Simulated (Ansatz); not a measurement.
**C2H3BrClF: a ladder of functionals and wavefunction methods**

The task here is to estimate one member of a computed series from the others.

Method: functionals in def2-TZVPP, the program's frozen cores in correlated methods; program: Ansatz 0.2.0, Gaussian basis.

Plan: PBE-D4, r2SCAN-D4, PBE0-D4, B3LYP-D4, ωB97X-V, ωB97M-V, B2PLYP; CCSD(T)/def2-TZVPP; MP2/def2-QZVPP; extrapolation to the limit.

## The relaxed structure

The geometry comes from an earlier relaxation with PBE0-D4 in a triple-zeta def2 set; it is a stationary point, not always the lowest conformer.

SMILES `FC(Cl)CBr`, 8 atoms, charge 0, spin multiplicity 1.

Atoms are counted from 1 here; the program's logs count them from 0.

Bond lengths: F1–C2 1.364 Å, C2–Cl3 1.769 Å, C2–C4 1.508 Å, C2–H6 1.090 Å, C4–Br5 1.927 Å, C4–H7 1.089 Å, C4–H8 1.088 Å. Angles: F1–C2–Cl3 108.8°, F1–C2–C4 107.6°, F1–C2–H6 108.6°, Cl3–C2–C4 112.1°, Cl3–C2–H6 107.0°, C4–C2–H6 112.5°, C2–C4–Br5 111.5°, C2–C4–H7 108.8°, C2–C4–H8 110.9°, Br5–C4–H7 107.1°, Br5–C4–H8 108.1°, H7–C4–H8 110.4°.

Coordinates:

```csv
atom,x (Å),y (Å),z (Å)
F1,-1.3187,-1.0079,0.7717
C2,-0.7390,0.0901,0.2082
Cl3,-0.7483,1.4083,1.3874
C4,0.6602,-0.2929,-0.2034
Br5,1.4773,1.0753,-1.2872
H6,-1.3496,0.4121,-0.6359
H7,0.6132,-1.1964,-0.8092
H8,1.2899,-0.4540,0.6686
```

Set-up of the first run:

Contents of in.yaml:

```yaml
crystal:
  periodic: [false, false, false]
  atoms:
    - {symbol: F, position_ang: [-1.318683, -1.007935, 0.771699]}
    - {symbol: C, position_ang: [-0.739043, 0.090147, 0.208199]}
    - {symbol: Cl, position_ang: [-0.748291, 1.408338, 1.387350]}
    - {symbol: C, position_ang: [0.660183, -0.292896, -0.203386]}
    - {symbol: Br, position_ang: [1.477263, 1.075304, -1.287230]}
    - {symbol: H, position_ang: [-1.349619, 0.412050, -0.635929]}
    - {symbol: H, position_ang: [0.613244, -1.196444, -0.809215]}
    - {symbol: H, position_ang: [1.289946, -0.453965, 0.668611]}
basis:
  gaussian: {orbitals: def2-TZVPP}
hamiltonian: {xc: pbe, dispersion: d4}
output: {forces: true, orbitals: {seedname: orbitals}}
```

Run with:

```sh
$ ansatz run in.yaml --threads 4 --pin off --events-out ev --progress --plain --max-ram 10444MiB
```

Steps of the session up to this table: PBE-D4 (GGA); r2SCAN-D4 (meta-GGA); PBE0-D4 (hybrid); B3LYP-D4 (hybrid); ωB97X-V (range-separated); ωB97M-V (range-separated); B2PLYP (double hybrid); CCSD(T) in def2-TZVPP; MP2 in def2-QZVPP.

One table of the session follows, with a row left open; its other results are not shown here.

```
            method  atomisation energy (kJ/mol)
            PBE-D4                       2888.5
         r2SCAN-D4                       2807.0
           PBE0-D4                       2817.0
          B3LYP-D4                       2767.3
           ωB97X-V                       2793.6
           ωB97M-V                       2794.4
            B2PLYP                       2745.7
     HF/def2-TZVPP                       1958.6
    MP2/def2-TZVPP                            ?
   CCSD/def2-TZVPP                       2655.1
CCSD(T)/def2-TZVPP                       2711.8
           MP2/CBS                       2879.3
       CCSD(T)/CBS                       2793.8
```

**Question.** Estimate the row for MP2/def2-TZVPP.

The run gave: atomisation energy (kJ/mol): 2797.4. In the column «atomisation energy (kJ/mol)» it lies between ωB97M-V (2794.4) and r2SCAN-D4 (2807.0).
